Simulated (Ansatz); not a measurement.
# SiGeH3 (doublet): from Hartree-Fock to the top rungs, cc-pVTZ

An exercise on one series of results from a longer session: the logs are not shown, and one member is left open.

Method: cc-pVTZ, core rule «outside noble gas», up to 19 orbitals frozen; program: Ansatz 0.2.0, Gaussian basis.

Plan: UHF; CCSD(T) on ROHF; CCSD(T) on UHF; BCCD(T) on ROHF; CCSDT(Q) on ROHF; CCSDT(Q) on UHF; CASSCF and NEVPT2, 11 electrons in 11 orbitals.

5 further runs of the same task are left out: 5 set aside as unsound or not needed.

## What is computed

The geometry is a PBE0/def2-TZVP stationary point (not a proven minimum). No spin-orbit coupling is included. The filled d shell of Ge may be among the frozen orbitals whatever the setting's name suggests; the logs give the count.

5 atoms, charge 0, spin multiplicity 2.

Atoms are counted from 1 here; the program's logs count them from 0.

Bond lengths: Si1–Ge2 2.352 Å, Si1–H3 1.492 Å, Si1–H4 1.492 Å, Ge2–H5 1.595 Å. Angles: Ge2–Si1–H3 129.6°, Ge2–Si1–H4 123.5°, H3–Si1–H4 106.9°, Si1–Ge2–H5 86.6°.

The first run:

Contents of in.yaml:

```yaml
crystal:
  periodic: [false, false, false]
  atoms:
    - {symbol: Si, position_ang: [0.000000, 0.018056, 1.651607]}
    - {symbol: Ge, position_ang: [0.000000, -0.028376, -0.700224]}
    - {symbol: H, position_ang: [0.000000, 1.185718, 2.580640]}
    - {symbol: H, position_ang: [0.000000, -1.209392, 2.499223]}
    - {symbol: H, position_ang: [0.000000, 1.565561, -0.637062]}
basis:
  gaussian: {orbitals: cc-pVTZ}
magnetization: {spin_polarized: true, initial_magnetization: 1}
hamiltonian: {xc: hf}
output: {orbitals: {seedname: orbitals}}
```

Launch:

```console
$ ansatz run in.yaml --threads 1 --pin off --events-out ev --progress --plain --max-ram 2816MiB --backend cpu
```

Steps of the session up to this table: UHF; CCSD(T) on ROHF; CCSD(T) on UHF; BCCD(T) on ROHF; CCSDT(Q) on ROHF; CCSDT(Q) on UHF; CASSCF and NEVPT2, 11 electrons in 11 orbitals.

One table of the session follows, with a row left open; its other results are not shown here.

It belongs to the step «Misses and costs». 

| method | from UCCSDT(Q) (meV) |
| --- | --- |
| ROHF | +7094.1 |
| UHF | +7002.0 |
| RMP2 | +1375.4 |
| UMP2 | +1404.4 |
| RCCSD | +331.1 |
| UCCSD | +327.2 |
| RCCSD(T) | +57.8 |
| UCCSD(T) | ? |
| BCCD(T) | +56.8 |
| RCCSDT | +15.7 |
| UCCSDT | +14.8 |
| RCCSDT(Q) | +1.2 |
| UCCSDT(Q) | 0 |
| CASSCF valence | +4947.1 |
| NEVPT2 valence | +1314.5 |

Estimate the missing values for UCCSD(T).

As computed: from UCCSDT(Q) (meV): +58.5. In the column «from UCCSDT(Q) (meV)» it lies between RCCSD(T) (+57.8) and UCCSD (+327.2).

With the free atoms at the same levels and basis (separate runs), the atomisation energy is 11.570 eV at UCCSDT(Q), 11.561 eV at RCCSD(T), 11.548 eV at UCCSD(T), 8.640 eV at ROHF.

Caveats from the session: Restricted and unrestricted rows rest on different reference determinants; where their highest levels disagree by more than a few hundredths of an eV, they describe different states and don't form one ladder.
